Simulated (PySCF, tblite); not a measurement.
# C8H9N: a rotation path, then NMR shifts on frames, part 2 of 2

tblite 0.8.0 and PySCF 2.14.0. Atoms count from 0.

## (5) NMR shieldings: image 3, PBE0/pcSseg-1

Job settings and geometry (Å):

```
{"job": {"kind": "nmr", "xc": "PBE0", "basis": "pcSseg-1", "pop": false}, "charge": 0, "multiplicity": 1}
C     -2.527300    -0.733200    -0.932600
C     -1.910600     0.275300    -0.330700
C     -0.512100     0.513800     0.049300
C     -0.221800     1.785600     0.374200
C      0.535000    -0.520800     0.113400
C      0.421500    -1.796300    -0.246600
C      1.884900    -0.083100     0.661500
C      2.555300     0.806400    -0.253600
N      3.091400     1.497200    -0.990000
H     -2.062800    -1.637800    -1.274200
H     -3.585300    -0.668300    -1.128600
H     -2.531500     1.131900    -0.090100
H      0.755600     2.135900     0.649900
H     -0.979800     2.550100     0.335100
H      1.260100    -2.469100    -0.164300
H     -0.475500    -2.237000    -0.627800
H      1.769200     0.414300     1.628600
H      2.524800    -0.958500     0.801200
```

Method: GIAO PBE0/pcSseg-1 NMR shielding, non-relativistic, gas phase.

Output:

```text
coarse grid: 15336 points
cycle   1  E = -364.3123145557  dE =  1.281e+00  |g| = 5.257e-01  |ddm| = 4.105e+00
cycle   2  E = -364.1742602133  dE =  1.381e-01  |g| = 9.647e-01  |ddm| = 1.266e+00
cycle   3  E = -364.3767629866  dE = -2.025e-01  |g| = 1.839e-01  |ddm| = 8.167e-01
cycle   4  E = -364.3846292680  dE = -7.866e-03  |g| = 3.132e-02  |ddm| = 1.697e-01
cycle   5  E = -364.3848560892  dE = -2.268e-04  |g| = 6.363e-03  |ddm| = 3.669e-02
cycle   6  E = -364.3848655222  dE = -9.433e-06  |g| = 1.694e-03  |ddm| = 7.268e-03
final grid: 149008 points
cycle   7  E = -364.4402075758  dE = -4.847e-05  |g| = 7.850e-03  |ddm| = 4.915e-02
cycle   8  E = -364.4402043902  dE =  3.186e-06  |g| = 8.544e-03  |ddm| = 1.647e-02
cycle   9  E = -364.4402229318  dE = -1.854e-05  |g| = 2.219e-03  |ddm| = 9.699e-03
cycle  10  E = -364.4402242749  dE = -1.343e-06  |g| = 2.214e-04  |ddm| = 2.196e-03
cycle  11  E = -364.4402242856  dE = -1.064e-08  |g| = 1.033e-04  |ddm| = 3.325e-04
cycle  12  E = -364.4402242880  dE = -2.431e-09  |g| = 3.999e-05  |ddm| = 1.285e-04
cycle  13  E = -364.4402242884  dE = -3.819e-10  |g| = 1.023e-05  |ddm| = 3.853e-05
converged SCF energy = -364.4402242884

GIAO shielding tensors (ppm)
atom      isotropic    diamagn.    paramagn.     s11        s22        s33       span
  0 C       64.780     257.089    -192.309    -37.295     65.421    166.213    203.508
  1 C       39.919     253.109    -213.190    -69.704     56.665    132.797    202.502
  2 C       41.443     255.573    -214.130    -68.538     30.458    162.408    230.946
  3 C       50.269     256.236    -205.967    -46.346     47.445    149.706    196.052
  4 C       43.048     260.276    -217.227    -72.690     53.728    148.108    220.798
  5 C       60.674     255.574    -194.901    -36.901     65.862    153.060    189.960
  6 C      158.239     248.694     -90.455    141.756    157.350    175.610     33.854
  7 C       64.062     261.528    -197.466    -52.354    -48.638    293.178    345.532
  8 N      -35.762     339.917    -375.679   -199.553   -191.899    284.167    483.720
  9 H       25.891      34.637      -8.746     22.940     24.755     29.978      7.039
 10 H       26.146      28.287      -2.141     24.421     24.975     29.042      4.621
 11 H       24.994      31.425      -6.431     22.028     23.499     29.453      7.425
 12 H       25.509      33.752      -8.243     22.250     24.536     29.742      7.491
 13 H       25.849      31.924      -6.075     23.812     24.755     28.980      5.168
 14 H       26.034      31.396      -5.362     23.570     24.339     30.193      6.623
 15 H       25.502      34.785      -9.283     21.828     25.619     29.060      7.232
 16 H       28.398      29.372      -0.974     26.258     26.347     32.589      6.331
 17 H       28.779      28.768       0.011     24.645     28.073     33.618      8.973
```

It took 21 s on 1 thread of Intel Xeon 6975P-C, shared host; peak memory 0.89 GiB.

In short: δ C1 147.0, C2 145.5, C4 143.9, C3 136.7, H11 6.72, H15 6.21 ppm.

## (6) Shielding tensors: image 5, PBE0/pcSseg-1

Job settings and geometry (Å):

```
{"job": {"kind": "nmr", "xc": "PBE0", "basis": "pcSseg-1", "pop": false}, "charge": 0, "multiplicity": 1}
C     -2.480100    -0.918100    -0.206900
C     -1.923400     0.286300    -0.222700
C     -0.501500     0.621500    -0.193300
C     -0.145400     1.910600    -0.206500
C      0.518700    -0.447100    -0.140700
C      0.499900    -1.515200    -0.927400
C      1.641800    -0.260800     0.861300
C      2.605000     0.708000     0.397700
N      3.383300     1.461600     0.031900
H     -1.908500    -1.828800    -0.167600
H     -3.550700    -1.029800    -0.237100
H     -2.567400     1.157100    -0.244300
H      0.880800     2.231700    -0.204000
H     -0.886100     2.691200    -0.252300
H      1.256800    -2.280000    -0.862500
H     -0.255000    -1.655200    -1.680200
H      1.248200     0.078300     1.824100
H      2.175200    -1.205000     1.005300
```

Level: GIAO PBE0/pcSseg-1 NMR shielding, non-relativistic, gas phase.

Output:

```text
coarse grid: 15336 points
cycle   1  E = -364.3177360888  dE =  1.274e+00  |g| = 5.272e-01  |ddm| = 4.020e+00
cycle   2  E = -364.1827366935  dE =  1.350e-01  |g| = 9.593e-01  |ddm| = 1.228e+00
cycle   3  E = -364.3818624523  dE = -1.991e-01  |g| = 1.890e-01  |ddm| = 7.876e-01
cycle   4  E = -364.3901740042  dE = -8.312e-03  |g| = 3.098e-02  |ddm| = 1.726e-01
cycle   5  E = -364.3903962839  dE = -2.223e-04  |g| = 6.854e-03  |ddm| = 3.722e-02
cycle   6  E = -364.3904069752  dE = -1.069e-05  |g| = 2.307e-03  |ddm| = 8.541e-03
cycle   7  E = -364.3904080429  dE = -1.068e-06  |g| = 1.124e-03  |ddm| = 2.858e-03
final grid: 149008 points
cycle   8  E = -364.4452070567  dE = -5.213e-05  |g| = 7.957e-03  |ddm| = 4.586e-02
cycle   9  E = -364.4452055377  dE =  1.519e-06  |g| = 8.288e-03  |ddm| = 1.572e-02
cycle  10  E = -364.4452230620  dE = -1.752e-05  |g| = 1.975e-03  |ddm| = 9.285e-03
cycle  11  E = -364.4452241223  dE = -1.060e-06  |g| = 2.549e-04  |ddm| = 2.010e-03
cycle  12  E = -364.4452241358  dE = -1.346e-08  |g| = 1.182e-04  |ddm| = 2.968e-04
cycle  13  E = -364.4452241381  dE = -2.259e-09  |g| = 6.411e-05  |ddm| = 1.099e-04
cycle  14  E = -364.4452241389  dE = -8.214e-10  |g| = 1.474e-05  |ddm| = 5.170e-05
converged SCF energy = -364.4452241389

GIAO shielding tensors (ppm)
atom      isotropic    diamagn.    paramagn.     s11        s22        s33       span
  0 C       64.529     256.914    -192.384    -43.110     63.566    173.132    216.242
  1 C       41.603     252.649    -211.047    -71.937     55.441    141.303    213.240
  2 C       33.846     257.774    -223.929    -74.961     28.503    147.994    222.955
  3 C       58.157     255.026    -196.869    -38.598     57.428    155.642    194.241
  4 C       44.664     260.231    -215.567    -74.901     56.665    152.228    227.129
  5 C       58.206     254.432    -196.226    -48.835     67.075    156.380    205.215
  6 C      158.063     246.442     -88.379    142.657    154.590    176.941     34.284
  7 C       62.662     261.516    -198.853    -54.577    -49.701    292.265    346.843
  8 N      -34.368     339.242    -373.610   -202.517   -187.624    287.037    489.554
  9 H       25.972      33.837      -7.865     23.126     24.606     30.184      7.058
 10 H       26.153      28.353      -2.200     24.337     25.192     28.931      4.594
 11 H       25.063      31.622      -6.559     23.253     23.315     28.621      5.368
 12 H       24.878      33.923      -9.045     21.231     24.532     28.870      7.640
 13 H       26.066      31.958      -5.892     23.933     25.267     28.997      5.064
 14 H       25.810      31.451      -5.641     22.294     25.371     29.763      7.469
 15 H       26.071      33.178      -7.107     22.411     25.513     30.288      7.877
 16 H       28.731      28.883      -0.153     25.603     27.627     32.962      7.359
 17 H       28.580      28.468       0.112     24.208     28.052     33.480      9.272
```

It took 21 s on 1 thread of Intel Xeon 6975P-C, shared host; peak memory 0.89 GiB.

In short: δ C2 153.1, C1 145.3, C4 142.3, C3 128.8, H12 6.84, H11 6.65 ppm.

## (7) NMR shieldings: image 8, PBE0/pcSseg-1

Job settings and geometry (Å):

```
{"job": {"kind": "nmr", "xc": "PBE0", "basis": "pcSseg-1", "pop": false}, "charge": 0, "multiplicity": 1}
C     -2.149800    -0.716000     0.670300
C     -1.707800     0.451100     0.215800
C     -0.456900     0.643100    -0.509400
C     -0.219600     1.757200    -1.202000
C      0.560200    -0.433600    -0.449500
C      0.955200    -1.104000    -1.519700
C      1.167700    -0.667200     0.916700
C      2.009000     0.456900     1.247500
N      2.672100     1.356100     1.487900
H     -1.601400    -1.633400     0.526000
H     -3.091300    -0.801100     1.185700
H     -2.306400     1.343200     0.346700
H      0.702100     1.901900    -1.738300
H     -0.939300     2.557100    -1.249200
H      1.713100    -1.868600    -1.471200
H      0.521200    -0.916900    -2.486800
H      0.387300    -0.743900     1.679500
H      1.775800    -1.575600     0.924800
```

With the program's defaults for keys left out, this is: GIAO PBE0/pcSseg-1 NMR shielding, non-relativistic, gas phase.

Output:

```text
coarse grid: 15336 points
cycle   1  E = -364.3201250040  dE =  1.268e+00  |g| = 5.296e-01  |ddm| = 4.001e+00
cycle   2  E = -364.1825972661  dE =  1.375e-01  |g| = 9.659e-01  |ddm| = 1.253e+00
cycle   3  E = -364.3849344812  dE = -2.023e-01  |g| = 1.915e-01  |ddm| = 8.171e-01
cycle   4  E = -364.3934998843  dE = -8.565e-03  |g| = 3.232e-02  |ddm| = 1.761e-01
cycle   5  E = -364.3937204552  dE = -2.206e-04  |g| = 1.253e-02  |ddm| = 4.414e-02
cycle   6  E = -364.3937557968  dE = -3.534e-05  |g| = 3.987e-03  |ddm| = 1.420e-02
cycle   7  E = -364.3937596116  dE = -3.815e-06  |g| = 9.025e-04  |ddm| = 4.078e-03
final grid: 149008 points
cycle   8  E = -364.4481639023  dE = -4.918e-05  |g| = 7.568e-03  |ddm| = 4.543e-02
cycle   9  E = -364.4481656820  dE = -1.780e-06  |g| = 7.136e-03  |ddm| = 1.471e-02
cycle  10  E = -364.4481793134  dE = -1.363e-05  |g| = 8.551e-04  |ddm| = 7.464e-03
cycle  11  E = -364.4481794669  dE = -1.535e-07  |g| = 3.574e-04  |ddm| = 1.000e-03
cycle  12  E = -364.4481794921  dE = -2.517e-08  |g| = 1.430e-04  |ddm| = 3.074e-04
cycle  13  E = -364.4481794963  dE = -4.172e-09  |g| = 5.036e-05  |ddm| = 1.278e-04
cycle  14  E = -364.4481794968  dE = -5.589e-10  |g| = 1.075e-05  |ddm| = 4.949e-05
converged SCF energy = -364.4481794968

GIAO shielding tensors (ppm)
atom      isotropic    diamagn.    paramagn.     s11        s22        s33       span
  0 C       62.640     256.885    -194.245    -44.916     65.191    167.645    212.561
  1 C       42.072     253.026    -210.955    -72.185     50.066    148.334    220.519
  2 C       32.087     259.820    -227.733    -76.916     28.973    144.204    221.120
  3 C       56.865     252.697    -195.833    -39.325     60.462    149.456    188.781
  4 C       35.431     261.373    -225.941    -84.373     44.078    146.589    230.962
  5 C       60.209     252.386    -192.177    -42.050     74.019    148.657    190.707
  6 C      161.166     247.490     -86.324    147.241    157.636    178.622     31.381
  7 C       65.336     260.898    -195.562    -50.068    -47.101    293.178    343.246
  8 N      -34.172     340.229    -374.401   -203.709   -187.838    289.030    492.740
  9 H       26.397      33.136      -6.738     23.229     25.199     30.764      7.534
 10 H       26.116      28.698      -2.582     24.039     25.448     28.861      4.822
 11 H       24.986      31.931      -6.945     23.396     23.794     27.768      4.373
 12 H       25.878      32.616      -6.738     22.441     25.336     29.857      7.416
 13 H       26.127      31.496      -5.369     23.709     25.248     29.423      5.714
 14 H       26.176      31.040      -4.865     22.970     25.353     30.205      7.235
 15 H       26.132      31.978      -5.846     22.795     25.185     30.416      7.621
 16 H       28.182      29.835      -1.653     23.896     27.828     32.821      8.925
 17 H       28.826      29.065      -0.239     24.908     27.821     33.751      8.843
```

Wall time 21 s (1 thread of Intel Xeon 6975P-C, shared host); peak memory 0.9 GiB.

Key values: δ C2 154.8, C4 151.5, C1 144.9, C3 130.1, H11 6.73, H12 5.84 ppm.

## (8) Side by side: NMR shifts

Shifts (ppm) of some atoms, chosen among heavy atoms and hydrogens apart, with basis size and wall time:

```
  frame     C2     C4     C0     C3    C6   H15   H12  functions  time
image 0  157.1  146.6  127.9  122.6  30.5  5.35  5.28        198  28 s
image 1  152.9  144.2  126.2  123.9  27.7  5.68  5.43        198  22 s
image 3  145.5  143.9  122.1  136.7  28.7  6.21  6.21        198  21 s
image 5  153.1  142.3  122.4  128.8  28.9  5.65  6.84        198  21 s
image 8  154.8  151.5  124.3  130.1  25.8  5.59  5.84        198  21 s
```

## (9) Outcome

This closing draws on all 2 parts.

| quantity | value |
| --- | --- |
| barrier | 0.249 eV (5.7 kcal/mol) at image 3 |
| end to end (GFN2-xTB) | -0.001 eV |
| ¹³C shifts against TMS (PBE0/pcSseg-1, image 0) | 157.1, 146.6, 146.2, 127.9, 127.1, 122.6, 121.3, 30.5 ppm |
| ¹H shifts against TMS (PBE0/pcSseg-1, image 0) | 6.81, 6.11, 5.79, 5.78, 5.54, 5.35, 5.28, 3.22, 3.11 ppm |
| ¹⁵N shifts against NH3 (PBE0/pcSseg-1, image 0) | 302.5 ppm |
| surface potential, 1st and 99th percentile | -1.86 V and 1.33 V |
| range of the shift of C3 | 122.6 to 136.7 ppm |

What this shows: Along the band the dihedral turns by 179°, and the top (dihedral 186°) lies 5.7 kcal/mol above the start (GFN2-xTB, rough), so at room temperature this motion is fast. The top was not checked by a frequency run. Shifts at one fixed geometry are not the observed spectrum, which averages over the motion. In the first frame run (image 0): Shielding is most anisotropic at N8 (span 501 ppm, paramagnetic term -375 ppm). By nearest atom (PBE0/pcSseg-1), the HOMO sits on C0, C3 about 24 % each; C1, C2 about 13 % each and the LUMO on C3 23 %; C0, C2 about 17 % each. In ppm, C3 moves most: its shift spreads over 14.0 ppm, from 122.6 (image 0) to 136.7 (image 3).
